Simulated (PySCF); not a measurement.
# CH7AlFN: the cost of one run

The runs use PySCF 2.14.0, with density-fitted response routines of our own; the level of theory stands in each step. All values are computed, except where a source is named. Atoms count from 0, in the outputs and in this text.

## (1) Starting geometry

11 atoms, charge 0, multiplicity 1; geometry from: GFN2-xTB. The atoms were then displaced at random by about 0.01 Å, so the start is not that level's minimum.

Bonds of the start (Å): C0–Al1 1.99, Al1–N2 2.08, Al1–F3 1.68, C0–H4 1.07, C0–H5 1.08, C0–H6 1.11, Al1–H7 1.55, N2–H8 1.04, N2–H9 1.01, N2–H10 1.02.

## (2) Relaxing the molecule at PBE0-D3(BJ)/def2-SVP

What the job is given:

```
{"job": {"xc": "PBE0", "basis": "def2-SVP", "d3": "d3bj", "grid": 1, "shake": 0.01, "kind": "geom"}, "charge": 0, "multiplicity": 1}
C     -1.591700    -0.519220    -0.018180
Al    -0.177920     0.875260    -0.172280
N      1.549710    -0.248380     0.093740
F      0.240390     1.890850     1.098160
H     -1.639910    -1.060570     0.908430
H     -1.559680    -1.231900    -0.825520
H     -2.594000    -0.041180    -0.116710
H      0.182510     1.515750    -1.539560
H      1.559130    -0.658410     1.049160
H      1.748390    -0.973650    -0.573010
H      2.321180     0.425610     0.080110
```

Run with:

```sh
$ OMP_NUM_THREADS=1 python probes_run.py task.json out
```

The driver reads the jobs from task.json and runs them one after another.

**Question.** How long does this first job take on 1 thread of Arm Neoverse V2, shared host, and how much memory does it need?

About 17 s, with a peak of 0.39 GiB.
